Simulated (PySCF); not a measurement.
# CH3Cl3Ge: electronic structure in real space

For CH3Cl3Ge, the scripts below analyse its density (charges, bond critical points, surface potential), see where an electron leaves and enters and measure its response to a uniform field.

The runs use PySCF 2.14.0; levels as typed in each script, gas phase, geometry from GFN2-xTB.

### 1 The starting structure

8 atoms, charge 0, spin multiplicity 1.

Bond lengths: C1–Ge2 2.002 Å, C1–H6 1.083 Å, C1–H7 1.085 Å, C1–H8 1.087 Å, Ge2–Cl3 2.130 Å, Ge2–Cl4 2.130 Å, Ge2–Cl5 2.130 Å. Angles: Ge2–C1–H6 109.5°, Ge2–C1–H7 109.5°, Ge2–C1–H8 109.4°, H6–C1–H7 109.6°, H6–C1–H8 109.5°, H7–C1–H8 109.4°, C1–Ge2–Cl3 111.0°, C1–Ge2–Cl4 111.1°, C1–Ge2–Cl5 111.0°, Cl3–Ge2–Cl4 107.9°, Cl3–Ge2–Cl5 107.9°, Cl4–Ge2–Cl5 107.9°.

Coordinates:

```tsv
atom	x (Å)	y (Å)	z (Å)
C1	0.00376	0.00000	2.21802
Ge2	0.00001	-0.00002	0.21581
Cl3	-0.19853	1.97804	-0.54792
Cl4	-1.61459	-1.16044	-0.54682
Cl5	1.81144	-0.81755	-0.54952
H6	0.78909	0.65333	2.57890
H7	0.17411	-1.00840	2.57937
H8	-0.95750	0.35506	2.58027
```

### 2 Density, bond paths and surface potential (wB97X/def2-tzvp)

File input.py:

```python
import numpy as np
from pyscf import gto, scf, dft
from pyscf.scf import atom_ks, atom_hf
from scipy.linalg import block_diag

def solve(mol, dm0=None, hcore=None):
    mf = (dft.UKS if mol.spin else dft.RKS)(mol, xc='wb97x')
    mf.grids.level = 3
    mf = mf.density_fit(auxbasis='def2-universal-jkfit')
    mf.conv_tol, mf.max_cycle = 1e-8, 80
    if hcore is not None:
        mf.get_hcore = lambda *args: hcore
    mf.kernel(dm0)
    if not mf.converged:
        mf = mf.newton().run(mf.mo_coeff, mf.mo_occ, max_cycle=30)
    assert mf.converged, 'SCF not converged'
    return mf

mol = gto.M(atom='''
C      0.00376     0.00000     2.21802
Ge     0.00001    -0.00002     0.21581
Cl    -0.19853     1.97804    -0.54792
Cl    -1.61459    -1.16044    -0.54682
Cl     1.81144    -0.81755    -0.54952
H      0.78909     0.65333     2.57890
H      0.17411    -1.00840     2.57937
H     -0.95750     0.35506     2.58027
''', basis='def2-tzvp', charge=0, spin=0, verbose=4)
mf = solve(mol)
mf.analyze()
# spherically averaged free atoms, for the promolecule
atm = atom_ks.get_atm_nrks(mol, xc='wb97x')
pro = block_diag(*[(atm[a[0]][2] * atm[a[0]][3]) @ atm[a[0]][2].T for a in mol._atom])
np.savez('result.npz', e=mf.e_tot, c=mf.mo_coeff, occ=mf.mo_occ, eps=mf.mo_energy, pro=pro, dip=mf.dip_moment(verbose=0), s2=mf.spin_square()[0])
```

Started as:

```sh
$ OMP_NUM_THREADS=1 python input.py
```

### 4 Removing and adding an electron (wB97X/def2-tzvp)

input.py, as its differences from that of step 2:

```diff
@@ -29,3 +29,12 @@
 mf = solve(mol)
-mf.analyze()
+out = dict(e0=mf.e_tot, dm0=mf.make_rdm1(), c=mf.mo_coeff, occ=mf.mo_occ, eps=mf.mo_energy)
+for name, dq, spin in [('cation', 1, 1)]:
+    ion = mol.copy().set(charge=mol.charge + dq, spin=spin).build()
+    mi = solve(ion)
+    if spin and dq > 0 and mol.nao < 130:
+        c, _, stable, _ = mi.stability(return_status=True)
+        if not stable:
+            mi = solve(ion, mi.make_rdm1(c, mi.mo_occ))
+    print(name, 'vertical energy change / eV', (mi.e_tot - mf.e_tot) * 27.211386)
+    out.update({'e_' + name: mi.e_tot, 'dm_' + name: mi.make_rdm1(), 's2_' + name: mi.spin_square()[0], 'eps_' + name: mi.mo_energy, 'occ_' + name: mi.mo_occ})
 # spherically averaged free atoms, for the promolecule
@@ -33,2 +42,2 @@
 pro = block_diag(*[(atm[a[0]][2] * atm[a[0]][3]) @ atm[a[0]][2].T for a in mol._atom])
-np.savez('result.npz', e=mf.e_tot, c=mf.mo_coeff, occ=mf.mo_occ, eps=mf.mo_energy, pro=pro, dip=mf.dip_moment(verbose=0), s2=mf.spin_square()[0])
+np.savez('result.npz', pro=pro, **out)
```

### 6 Response to an electric field (wB97X/def2-tzvp)

File input.py:

```python
import numpy as np
from pyscf import gto, scf, dft
from pyscf.scf import atom_ks, atom_hf
from scipy.linalg import block_diag

def solve(mol, dm0=None, hcore=None):
    mf = (dft.UKS if mol.spin else dft.RKS)(mol, xc='wb97x')
    mf.grids.level = 3
    mf = mf.density_fit(auxbasis='def2-universal-jkfit')
    mf.conv_tol, mf.max_cycle = 1e-8, 80
    if hcore is not None:
        mf.get_hcore = lambda *args: hcore
    mf.kernel(dm0)
    if not mf.converged:
        mf = mf.newton().run(mf.mo_coeff, mf.mo_occ, max_cycle=30)
    assert mf.converged, 'SCF not converged'
    return mf

mol = gto.M(atom='''
C      0.00376     0.00000     2.21802
Ge     0.00001    -0.00002     0.21581
Cl    -0.19853     1.97804    -0.54792
Cl    -1.61459    -1.16044    -0.54682
Cl     1.81144    -0.81755    -0.54952
H      0.78909     0.65333     2.57890
H      0.17411    -1.00840     2.57937
H     -0.95750     0.35506     2.58027
''', basis='def2-tzvp', charge=0, spin=0, verbose=4)
field = np.array([0.004, 0.0, 0.0])  # atomic units
mol.set_common_orig(mol.atom_charges() @ mol.atom_coords() / mol.atom_charges().sum())
mf = solve(mol)
out = dict(dm0=mf.make_rdm1(), d0=mf.dip_moment(unit='AU'), e0=mf.e_tot)
for name, sign in (('p', 1), ('m', -1)):
    h = mf.get_hcore() + sign * np.einsum('x,xij->ij', field, mol.intor('int1e_r'))
    mi = solve(mol, mf.make_rdm1(), h)
    out.update({'dm' + name: mi.make_rdm1(), 'd' + name: mi.dip_moment(unit='AU'), 'e' + name: mi.e_tot})
# spherically averaged free atoms, for the promolecule
atm = atom_ks.get_atm_nrks(mol, xc='wb97x')
pro = block_diag(*[(atm[a[0]][2] * atm[a[0]][3]) @ atm[a[0]][2].T for a in mol._atom])
np.savez('result.npz', pro=pro, **out)
```

(Steps that only read results are left out.)

Before running it: what results should come out? Wanted: dipole moment; HOMO, LUMO; vertical ionisation energy; polarisability along the field.

The runs gave:

| quantity | value |
| --- | --- |
| dipole moment (wB97X/def2-tzvp) | 2.51 D |
| HOMO, LUMO (wB97X/def2-tzvp) | -11.49, 0.95 eV |
| vertical ionisation energy (wB97X/def2-tzvp) | 11.43 eV |
| polarisability along the field (wB97X/def2-tzvp) | 75.3 bohr³ |

In words: At wB97X/def2-tzvp: The highest Hirshfeld charge is on Ge2 (+0.44 e), the lowest on C1 (−0.20 e). The ionisation energy from two SCF runs, 11.43 eV, lies 0.1 eV below −ε(HOMO) = 11.49 eV of the same level, wB97X/def2-tzvp. The geometry was not optimised at these levels.
